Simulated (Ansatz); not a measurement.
# Te: the cost of one run

Method: DFT PBEsol, scalar-relativistic, plane waves, PAW, in Ansatz 0.2.0.

### Step 1. Starting point

It takes space group Fd-3m (No. 227, cubic). Conventional cell: a = 6.251 Å, b = 6.251 Å, c = 6.251 Å, α = 90.00°, β = 90.00°, γ = 90.00°. Around Se (site symmetry -43m) lie 4 Se at 2.71 Å.

Coordinates:

```cif
data_structure
_symmetry_space_group_name_H-M 'Fd-3m:1'
_symmetry_Int_Tables_number 227
_cell_length_a 6.2511
_cell_length_b 6.2511
_cell_length_c 6.2511
_cell_angle_alpha 90.000
_cell_angle_beta 90.000
_cell_angle_gamma 90.000
_cell_volume 244.27
loop_
_atom_site_label
_atom_site_type_symbol
_atom_site_symmetry_multiplicity
_atom_site_Wyckoff_symbol
_atom_site_fract_x
_atom_site_fract_y
_atom_site_fract_z
_atom_site_occupancy
Se1 Se 8 a 0.50000 0.00000 0.50000 1
```

The structure comes from the Materials Project (structure only).

### Step 2. Substitution of an element, cell strained: Se → Te, first probe

What differs from the listed cell: Te takes all sites of Se, and lengths are scaled by 1.090 as a first guess of the size; strain xx, yy, zz, yz, xz, xy = +2.7, +2.7, +2.7, +0.0, +0.0, +0.0 %.

The input, input.yaml:

```yaml
crystal:
  lattice:
    - [0.0, 3.4986485734, 3.4986485734]
    - [3.4986485734, 0.0, 3.4986485734]
    - [3.4986485734, 3.4986485734, 0.0]
  atoms:
    - { symbol: Te, position: [0.5, 0.5, 0.5] }
    - { symbol: Te, position: [0.75, 0.75, 0.75] }
basis:
  ecutwfc: 420
kpoints:
  mp_grid: { grid: [4, 4, 4] }
hamiltonian:
  xc: pbesol
scf:
  occupations: { method: gaussian, width: 0.1 }
output:
  forces: true
  stress: true
  eigenvalues: true
```

What time and memory should one allow on 1 thread of an Arm CPU, shared host?

About 1.6 s, with a peak of 0.3 GiB.
